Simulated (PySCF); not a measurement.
# C5H7ClSSi: the cost of one run

Programs: PySCF 2.14.0, with routines of our own; each step states its level. All values are computed. Atoms count from 0.

## 1. The starting structure

15 atoms, charge 0, multiplicity 1; geometry from: GFN2-xTB.

## 2. Magnetic properties: GIAO wB97X-D/pcSseg-1

The job: settings as JSON, then the geometry in Å.

```
{"job": {"kind": "mag", "xc": "wB97X-D", "basis": "pcSseg-1", "isotopologues": 2}, "charge": 0, "multiplicity": 1}
C     -4.417905    -0.162510     0.170561
C     -3.222949    -0.183067     0.040940
C     -1.825925    -0.216445    -0.093352
C     -0.955953    -0.113072     0.917377
Cl    -1.528068     0.083914     2.542767
Si     0.914881    -0.171999     0.782897
S      1.327313    -0.418346    -1.305110
C      3.144915    -0.400761    -1.250658
H     -5.461714    -0.144895     0.273654
H     -1.437161    -0.337477    -1.096497
H      1.459008    -1.313898     1.515604
H      1.519053     1.078125     1.238638
H      3.488115     0.553948    -0.865913
H      3.492509    -0.538739    -2.268644
H      3.499467    -1.212444    -0.624177
```

Level: GIAO wB97X-D/pcSseg-1 magnetisability, rotational g tensor and spin-rotation constants, non-relativistic, gas phase.

Command:

```console
$ OMP_NUM_THREADS=1 python excited_run.py task.json out
```

This one command runs all jobs of the session in turn.

Q: Estimate the wall time and peak memory of this first job on 1 thread of Arm Neoverse V1, shared host.

About 55 s, with a peak of 0.96 GiB.
